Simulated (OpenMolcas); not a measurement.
**Ho³⁺ among point charges: CASSCF levels and susceptibility**

Aim: the splitting of the states of Ho³⁺ in the field of 2 point charges, its lowest levels with spin-orbit coupling and its magnetic susceptibility.

Method: state-averaged CASSCF, spin-orbit coupling by RASSI with atomic mean-field integrals. Code: OpenMolcas 26.06.

## 1. The system

| Item | Value |
| --- | --- |
| Species | Ho³⁺ (holmium, Z = 67, 64 electrons) |
| Basis | ANO-RCC-VDZP [7s6p4d2f1g], 68 functions |
| Scalar Hamiltonian | DKH2, point nucleus |
| Inactive shells | 1s 2s 2p 3s 3p 3d 4s 4p 4d 5s 5p |
| Active space | 10 electrons in 7 orbitals (4f) |
| Some configurations of this space | 4f10 |
| Orbitals | optimised for the highest spin of each parity, averaged over all roots |

The outer shells:

4f10
```
4f [↑↓][↑↓][↑↓][↑ ][↑ ][↑ ][↑ ]
```

The ion sits among 2 point charges of -1 e arranged as a linear pair (D∞h), 2.42 Å from the ion.

The work runs as a chain of OpenMolcas steps in one folder; each step below is one input file. Labels, J, g values, rates, χT and fits are worked out afterwards by a script from the matrices that RASSI stores. The input lists half of the charges; inversion (Group=XYZ) makes the rest.

## 2. Basis and integrals

a.inp reads:

```
&GATEWAY
Coord
1

Ho 0.0 0.0 0.0
Basis=ANO-RCC-VDZP
Group=XYZ
NoMove
AngMom=0.0 0.0 0.0
AMFI
XField
1 Angstrom 0
0.000000 0.000000 2.420000 -1.000000
&SEWARD
```

The run is started by

```sh
$ OMP_NUM_THREADS=1 MOLCAS_MEM=2252 MOLCAS_PROJECT=a pymolcas a.inp > a.log
```

## 3. CASSCF: quintets of even parity, 35 roots

a.inp reads:

```
&RASSCF
FileOrb=start.orb
Symmetry=1
Spin=5
nActEl=10 0 0
Inactive=15 12
Ras2=0 7
CIRoot=35 35 1
SDav=35
CIMx=300
Iter=120 100
PrWF=0.3
OrbListing=Nothing
MaxOrb=0
>>> COPY $Project.JobIph JOB001
```

start.orb holds the contracted functions of the basis, ordered by shell, or the orbitals of the step before.

## 4. Reference wave functions, triplets of even parity, 162 roots

a.inp reads:

```
&RASSCF
FileOrb=start.orb
Symmetry=1
Spin=3
nActEl=10 0 0
Inactive=15 12
Ras2=0 7
CIRoot=162 162 1
SDav=210
CIMx=300
Iter=120 100
PrWF=0.3
OrbListing=Nothing
MaxOrb=0
CIOnly
>>> COPY $Project.JobIph JOB002
```

## 5. Reference wave functions, singlets of even parity, 162 roots

a.inp reads:

```
&RASSCF
FileOrb=start.orb
Symmetry=1
Spin=1
nActEl=10 0 0
Inactive=15 12
Ras2=0 7
CIRoot=162 162 1
SDav=196
CIMx=300
Iter=120 100
PrWF=0.3
OrbListing=Nothing
MaxOrb=0
CIOnly
>>> COPY $Project.JobIph JOB003
```

## 6. RASSI: spin-orbit coupling between the states

a.inp reads:

```
&RASSI
NrOfJobIphs=3 30 102 31
1 2 3 4 5 6 7 8 9 10 11 12 13 14 15 16 17 18 19 20 21 22 23 24 25 26 27
28 29 30
1 2 3 4 5 6 7 8 9 10 11 12 13 14 15 16 17 18 19 20 21 22 23 24 25 26 27
28 29 30 31 32 33 34 35 36 37 38 39 40 41 42 43 44 45 46 47 48 49 50 51
52 53 54 55 56 57 58 59 60 61 62 63 64 65 66 67 68 69 70 71 72 73 74 75
76 77 78 79 80 81 82 83 84 85 86 87 88 89 90 91 92 93 94 95 96 97 98 99
100 101 102
1 2 3 4 5 6 7 8 9 10 11 12 13 14 15 16 17 18 19 20 21 22 23 24 25 26 27
28 29 30 31
IphNames
JOB001
JOB002
JOB003
EJob
SpinOrbit
DIPRint=1.0
SOCoupling=1000.0
Subsets=2
Property=9
'ANGMOM' 1 'ANGMOM' 2 'ANGMOM' 3 'MLTPL  1' 1 'MLTPL  1' 2 'MLTPL  1' 3
'AMFI' 1 'AMFI' 2 'AMFI' 3
SOProperty=3
'ANGMOM' 1 'ANGMOM' 2 'ANGMOM' 3
```

Q: Predict the outcome of this session. Wanted: spin-free ground state; first state of the same spin within the active space; lowest level; next level.

As calculated:

```
                                            quantity                           value
                                              method                          CASSCF
                              spin-free ground state  5I, 2-fold in its orbital part
first state of the same spin within the active space                  5H at 276 cm⁻¹
                                        lowest level   2-fold, g = 0.00, 0.00, 19.90
                                          next level                      187.4 cm⁻¹
                                         χT at 300 K                 13.84 cm³ K/mol
                           effective moment at 300 K                        10.52 μB
```

In words: The spin-free ground state (5I) comes to 100 % from free-ion I terms and keeps the highest spin of the shell. The triplets, singlets rest on orbitals optimised for another spin in at least one step, which raises them against the optimised states. Not all states of the active space went into the spin-orbit step. High states of lower spin are left out of the spin-orbit mixing, and CASSCF puts spin-flip levels too high. Point charges carry no covalency, so the field is a model and not that of real ligands.
